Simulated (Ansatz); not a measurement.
**doublet [InF3]+: levels of theory compared**

Aim: a comparison of 6 runs (UHF/3-21G, U-r2SCAN/def2-SVPD, UB3LYP/def2-SVPD, UBLYP/def2-SVPD, USVWN5/def2-SVPD, UCCSD(T)/def2-SVPD) of doublet [InF3]+. 

The results are computed with Ansatz 0.2.0.

27 further runs of the same task are left out: 27 set aside as unsound or not needed. Runs told in other sessions of the task aren't counted.

### Step 1. The structure to begin with

[InF3]+: 4 atoms, total charge +1, spin state doublet. SMILES of the parent species: `[F][In]([F])[F]`. Geometry: relaxed at PBE0-D4/def2-TZVP. That shape belongs to the parent species and isn't relaxed for this state.

Bond lengths: F1–In2 1.918 Å, In2–F3 1.918 Å, In2–F4 1.918 Å. Angles: F1–In2–F3 120.0°, F1–In2–F4 120.0°, F3–In2–F4 120.0°.

### Step 2. The energy at UHF/3-21G (run 1)

Input file in.yaml:

```yaml
basis:
  gaussian: {orbitals: 3-21G-spherical.json}
crystal:
  periodic: [false, false, false]
  atoms:
    - {symbol: F, position_ang: [-1.305700, -0.375500, 1.339800]}
    - {symbol: In, position_ang: [0.013900, -0.015100, -0.005100]}
    - {symbol: F, position_ang: [1.768100, -0.777100, 0.143700]}
    - {symbol: F, position_ang: [-0.421000, 1.107400, -1.498700]}
total_charge: 1
magnetization: {spin_polarized: true, initial_magnetization: 1}
hamiltonian: {xc: hf}
accuracy: high
output: {orbitals: {seedname: orbitals}}
```

The basis set 3-21G is read from a file made from the Basis Set Exchange's data (not shown).

Started as:

```bash
$ ansatz run in.yaml --threads 1 --pin off --max-ram 2610MiB --events-out events.jsonl --progress --plain --runs-dir runs
```

What it wrote:

```text
Warning: RAYON_NUM_THREADS=1 ignored (pool sized by the plan → 1); use --threads N
Functional definition: HF
  name "HF"
  exchange = exact_x
  correlation = 0
1096 factors; integrals over basis functions are off by at most 1.3e-8 eV
mean field evaluation 1: about -163563.4235 eV, gradient 4.0e1 eV
mean field evaluation 2: about -163563.4600 eV, gradient 4.0e1 eV
mean field evaluation 4: about -163568.8484 eV, gradient 2.7e0 eV
mean field evaluation 8: about -163569.1116 eV, gradient 1.5e0 eV
mean field evaluation 16: about -163570.1888 eV, gradient 2.7e0 eV
mean field evaluation 32: about -163570.3668 eV, gradient 1.1e-1 eV
mean field evaluation 64: about -163570.0584 eV, gradient 1.1e0 eV
mean field evaluation 96: about -163569.7787 eV, gradient 5.8e-1 eV
mean field evaluation 128: about -163567.3311 eV, gradient 2.6e1 eV
mean field evaluation 160: about -163570.3451 eV, gradient 5.5e-1 eV
mean field evaluation 192: about -163569.1369 eV, gradient 2.1e-1 eV
mean field evaluation 224: about -163569.1396 eV, gradient 8.7e-7 eV
mean field evaluation 256: about -163570.1670 eV, gradient 1.5e0 eV
mean field -163570.40463296 eV, -6011.1014982590 hartree, gradient 3.0e-8 eV, S^2 0.751571; 6 other end points of the search recorded, 0 dependent functions left out
reference -163570.40463296 eV, -6011.1014982590 hartree; 38, 37 occupied and 20, 21 virtual orbitals, 1096 factors
Total energy: -163570.40463296 eV, -6011.1014982590 hartree
```

Wall time 14 s (1 thread of Arm Neoverse V1, shared host); peak memory 0.22 GiB.

### Step 3. A single-point energy at U-r2SCAN/def2-SVPD (core potential) (run 2)

Input file molecule.yaml:

```yaml
crystal:
  periodic: [false, false, false]
  atoms:
    - {symbol: F, position_ang: [-1.305700, -0.375500, 1.339800]}
    - {symbol: In, position_ang: [0.013900, -0.015100, -0.005100]}
    - {symbol: F, position_ang: [1.768100, -0.777100, 0.143700]}
    - {symbol: F, position_ang: [-0.421000, 1.107400, -1.498700]}
basis:
  gaussian:
    orbitals: def2-SVPD
total_charge: 1
magnetization:
  spin_polarized: true
  initial_magnetization: 1
hamiltonian:
  xc: r2scan
accuracy: high
output: {orbitals: {seedname: orbitals}}
```

Started as:

```bash
$ ansatz run molecule.yaml --threads 1 --pin off --max-ram 2610MiB --events-out events.jsonl --progress --plain --runs-dir runs
```

What it wrote:

```text
Warning: RAYON_NUM_THREADS=1 ignored (pool sized by the plan → 1); use --threads N
Functional definition: r2SCAN
  name "r2SCAN"
  parameter k0 = 0.174
  parameter k1 = 0.065
  parameter a1 = 4.9479
  exchange = r2scan_x(k0 = k0, k1 = k1, a1 = a1)
  correlation = r2scan_c
2116 factors; integrals over basis functions are off by at most 1.3e-8 eV
mean field evaluation 1: about -13289.1270 eV, gradient 7.0e1 eV
mean field evaluation 2: about -13206.0495 eV, gradient 1.6e2 eV
mean field evaluation 4: about -13298.9865 eV, gradient 4.1e1 eV
mean field evaluation 8: about -13301.4764 eV, gradient 2.8e1 eV
mean field evaluation 16: about -13305.6863 eV, gradient 2.1e0 eV
mean field evaluation 32: about -13304.0868 eV, gradient 1.0e1 eV
mean field evaluation 64: about -13305.5000 eV, gradient 4.0e0 eV
mean field evaluation 96: about -13305.5746 eV, gradient 5.4e-1 eV
mean field evaluation 128: about -13305.7026 eV, gradient 1.9e0 eV
mean field evaluation 160: about -13305.6191 eV, gradient 4.5e0 eV
mean field -13305.72440142 eV, -488.9763528081 hartree, gradient 3.1e-8 eV, S^2 0.758714; 19 other end points of the search recorded, 0 dependent functions left out
reference -13305.72440893 eV, -488.9763530844 hartree; 24, 23 occupied and 77, 78 virtual orbitals, 2116 factors
Total energy: -13305.72440893 eV, -488.9763530844 hartree
```

It took 3.3 min on 1 thread of Arm Neoverse V1, shared host; peak memory 0.53 GiB.

### Step 4. A single-point energy at UB3LYP/def2-SVPD (core potential) (run 3)

Edit molecule.yaml of step 3 so:

```diff
@@ -1 +1,4 @@
+basis:
+  gaussian:
+    orbitals: def2-SVPD
 crystal:
@@ -7,5 +10,2 @@
     - {symbol: F, position_ang: [-0.421000, 1.107400, -1.498700]}
-basis:
-  gaussian:
-    orbitals: def2-SVPD
 total_charge: 1
@@ -15,3 +15,3 @@
 hamiltonian:
-  xc: r2scan
+  xc: {name: B3LYP}
 accuracy: high
```

Started as:

```bash
$ ansatz run molecule.yaml --threads 1 --pin off --max-ram 2610MiB --events-out events.jsonl --progress --plain --runs-dir runs
```

What it wrote:

```text
Warning: RAYON_NUM_THREADS=1 ignored (pool sized by the plan → 1); use --threads N
Functional definition: B3LYP
  name "B3LYP"
  parameter a0 = 0.2
  parameter ax = 0.72
  parameter ac = 0.81
  exchange = (1 - a0 - ax)*slater_x + ax*b88_x + a0*exact_x
  correlation = (1 - ac)*vwn_rpa_c + ac*lyp_c
2116 factors; integrals over basis functions are off by at most 1.3e-8 eV
mean field evaluation 1: about -13293.0140 eV, gradient 6.8e1 eV
mean field evaluation 2: about -13239.5500 eV, gradient 1.4e2 eV
mean field evaluation 4: about -13304.0056 eV, gradient 3.4e1 eV
mean field evaluation 8: about -13308.4254 eV, gradient 2.9e-1 eV
mean field evaluation 16: about -13308.4777 eV, gradient 1.6e-1 eV
mean field evaluation 32: about -13308.4881 eV, gradient 8.3e-8 eV
mean field evaluation 64: about -13308.4880 eV, gradient 7.9e-6 eV
mean field -13308.48811274 eV, -489.0779173259 hartree, gradient 8.3e-8 eV, S^2 0.765574; 6 other end points of the search recorded, 0 dependent functions left out
reference -13308.48815426 eV, -489.0779188519 hartree; 24, 23 occupied and 77, 78 virtual orbitals, 2116 factors
Total energy: -13308.48815426 eV, -489.0779188519 hartree
```

It took 67 s on 1 thread of Arm Neoverse V1, shared host; peak memory 0.49 GiB.

Runs 4 to 5 aren't shown in full; the table further down has their settings and results.

### Step 5. The energy at UCCSD(T)/def2-SVPD (core potential) (run 6)

Input file job.yaml:

```yaml
crystal:
  periodic: [false, false, false]
  atoms:
    - {symbol: F, position_ang: [-1.305700, -0.375500, 1.339800]}
    - {symbol: In, position_ang: [0.013900, -0.015100, -0.005100]}
    - {symbol: F, position_ang: [1.768100, -0.777100, 0.143700]}
    - {symbol: F, position_ang: [-0.421000, 1.107400, -1.498700]}
basis:
  gaussian: {orbitals: def2-SVPD}
total_charge: 1
magnetization: {spin_polarized: true, initial_magnetization: 1}
correlation: {method: ccsd_t, frozen_orbitals: {F: 1, In: 4}}
accuracy: high
scf: {omitted_lower_state_checks: [cluster_reference, increment]}
```

Started as:

```bash
$ ansatz run job.yaml --threads 1 --pin off --max-ram 2610MiB --events-out events.jsonl --progress --plain --runs-dir runs
```

What it wrote:

```text
Warning: RAYON_NUM_THREADS=1 ignored (pool sized by the plan → 1); use --threads N
[... 17 lines left out ...]
7 core orbitals not correlated: weight in the atoms' cores, before any rotation towards them, 1.000 or more for the frozen orbitals, at most 0.000 for the correlated occupied ones
[... 54 lines left out ...]
Total energy: -13266.98598061 eV, -487.5527421014 hartree
Checks for a lower state left out: cluster_reference, increment
```

Wall time 6.9 min (1 thread of Arm Neoverse V1, shared host); peak memory 1.7 GiB.

### Step 6. All runs side by side

```csv
run,level,core potential,frozen core orbitals,energy (Eh),HOMO energy (eV),LUMO energy (eV),⟨S²⟩,wall time
1,UHF/3-21G,none,–,-6011.101498,-20.23,-9.06,0.752,14 s
2,U-r2SCAN/def2-SVPD (core potential),def2-SVPD,–,-488.976353,-16.87,-16.63,0.759,3.3 min
3,UB3LYP/def2-SVPD (core potential),def2-SVPD,–,-489.077919,-17.62,-16.34,0.766,67 s
4,UBLYP/def2-SVPD (core potential),def2-SVPD,–,-488.987476,-16.55,-16.47,0.754,99 s
5,USVWN5/def2-SVPD (core potential),def2-SVPD,–,-486.824531,-16.92,–,0.753,39 s
6,UCCSD(T)/def2-SVPD (core potential),def2-SVPD,7,-487.552742,–,–,0.754,6.9 min
```

### Step 7. Summary of results

```
                                          quantity          value
                               run 6: total energy  -487.55274 Eh
run 6: correlation energy (7 core orbitals frozen)     -658.3 mEh
                             run 6: (T) correction     -17.63 mEh
          run 6: ⟨S²⟩ of the reference determinant          0.754
                              run 6: T1 diagnostic          0.035
```

What this shows: Totals of different functionals can't be ranked against each other. Some runs of one species differ in core potentials or relativity; totals across that change don't compare. In run 1 relativity is left out where basis or elements ask for it. All runs together took 14 min, the longest 6.9 min.
